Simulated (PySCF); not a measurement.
# C2H4GeN2Si: the cost of one run

Computed with PySCF 2.14.0, with density-fitted response routines of our own, on a single molecule in the gas phase. Atoms count from 0, in the outputs and in this text.

## Step 1: The molecule as given

10 atoms, charge 0, multiplicity 1; geometry from: GFN2-xTB. The atoms were then displaced at random by about 0.01 Å, so the start is not that level's minimum.

Bonds of the start (Å): N0–C1 1.14, C1–Si2 1.86, Si2–Ge3 2.39, Ge3–C4 1.88, C4–N5 1.15, Si2–H6 1.45, Si2–H7 1.48, Ge3–H8 1.52, Ge3–H9 1.50.

## Step 2: Relaxing the molecule at PBE0-D3(BJ)/def2-SVP

The job: settings as JSON, then the geometry in Å.

```
{"job": {"xc": "PBE0", "basis": "def2-SVP", "d3": "d3bj", "grid": 1, "shake": 0.01, "kind": "geom"}, "charge": 0, "multiplicity": 1}
N     -3.381180    -0.563650     0.671690
C     -2.443430     0.021210     0.411040
Si    -0.859780     0.895190    -0.011060
Ge     0.772230    -0.798400    -0.406890
C      2.489910    -0.044060    -0.497910
N      3.519920     0.465100    -0.531110
H     -1.095660     1.701500    -1.195260
H     -0.484590     1.713320     1.163320
H      0.893080    -1.865140     0.663590
H      0.639930    -1.546010    -1.699820
```

Command:

```bash
$ OMP_NUM_THREADS=1 python probes_run.py task.json out
```

One launch serves the whole session: the jobs run in the order shown.

**Question.** How long does this first job take on 1 thread of Arm Neoverse N1, shared host, and how much memory does it need?

About 72 s, with a peak of 0.52 GiB.
